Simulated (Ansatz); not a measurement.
A nudged elastic band was laid between two geometries of a periodic cell of 17 atoms, Nb16H (host Nb, host structure bcc, interstitial H).

Computed with DFT PBE-D3(BJ), scalar-relativistic, plane waves, PAW in Ansatz 0.2.0. Settings: cutoff 420 eV, k mesh 3x3x3, gaussian smearing 0.05 eV, no spin polarisation.

| Property | Result |
| --- | --- |
| movable images | 3 |
| climbing image | yes |
| spring | 50.0 eV/Å² |
| optimiser | fire |
| start path | default |
| force threshold | 0.05 eV/Å |
| iteration limit | 50 |
| end points | relaxed |

Image 0:

```xyz
17
Lattice="6.6000 0.0000 0.0000 0.0000 6.6000 0.0000 0.0000 0.0000 6.6000" Properties=species:S:1:pos:R:3
Nb -0.003 -0.002 -0.001
Nb 3.308 -0.003 -0.001
Nb -0.038 3.261 -0.001
Nb 0.002 0.014 3.299
Nb 1.652 1.648 1.654
Nb 3.343 3.261 -0.001
Nb 3.302 0.014 3.299
Nb 4.952 1.632 1.649
Nb 0.003 3.308 3.299
Nb 1.652 4.984 1.689
Nb 1.652 1.648 4.944
Nb 3.302 3.308 3.299
Nb 4.952 4.937 1.649
Nb 4.952 1.632 4.949
Nb 1.652 4.984 4.909
Nb 4.952 4.937 4.949
H 1.653 4.122 -0.001
```

Image 4:

```xyz
17
Lattice="6.6000 0.0000 0.0000 0.0000 6.6000 0.0000 0.0000 0.0000 6.6000" Properties=species:S:1:pos:R:3
Nb 0.000 0.005 -0.003
Nb 3.336 0.040 -0.003
Nb 0.000 3.294 -0.003
Nb -0.016 0.000 3.297
Nb 1.660 1.650 1.646
Nb 3.336 3.260 -0.003
Nb 3.288 -0.001 3.297
Nb 4.965 1.650 1.647
Nb -0.016 3.299 3.297
Nb 1.613 4.950 1.687
Nb 1.660 1.650 4.947
Nb 3.288 3.300 3.297
Nb 4.949 4.950 1.653
Nb 4.965 1.650 4.947
Nb 1.612 4.950 4.906
Nb 4.949 4.950 4.941
H 2.474 4.950 -0.004
```

Problem. Which bonds break or form, and what moves?

Solution. The atom that moves furthest is H17, by 1.17 Å; four of its nearest neighbours are Nb6 1.90, Nb3 1.90, Nb15 1.90, Nb10 1.90 Å at the first end and Nb15 1.90, Nb6 1.90, Nb2 1.90, Nb10 1.90 Å at the last.

Problem. What energy profile does the band end with?

Solution. The run converged. The highest image is number 2 of 0 to 4, 0.194 eV above the ends, which have the same energy within 2 meV. The order of the point at the top wasn't checked. Limits of this set-up: coarse k mesh, odd electron count without spin, a small cell, in which the defect meets its images, a typed lattice constant that wasn't relaxed here.

```csv
image,path coordinate (Å),energy (eV),Nb3–H17 (Å),Nb2–H17 (Å)
0,0.00,0.000,1.90,2.98
1,0.29,0.098,2.10,2.69
2,0.58,0.194,2.39,2.39
3,0.87,0.098,2.69,2.10
4,1.16,0.000,2.98,1.90
```

Problem. What is the geometry of the highest image?

Solution. 
```xyz
17
Lattice="6.6000 0.0000 0.0000 0.0000 6.6000 0.0000 0.0000 0.0000 6.6000" Properties=species:S:1:pos:R:3
Nb -0.004 0.004 -0.002
Nb 3.305 -0.018 -0.002
Nb 0.018 3.295 -0.002
Nb -0.024 0.024 3.298
Nb 1.661 1.652 1.649
Nb 3.358 3.241 -0.002
Nb 3.288 0.006 3.298
Nb 4.967 1.633 1.643
Nb -0.006 3.312 3.298
Nb 1.621 4.978 1.723
Nb 1.661 1.652 4.947
Nb 3.303 3.297 3.298
Nb 4.948 4.939 1.649
Nb 4.967 1.633 4.953
Nb 1.621 4.978 4.873
Nb 4.948 4.939 4.947
H 2.047 4.553 -0.002
```

The run took 7.5 min on 4 threads of Intel(R) Xeon(R) Platinum 8488C (Sapphire Rapids) (shared host), peak memory 2 GiB.
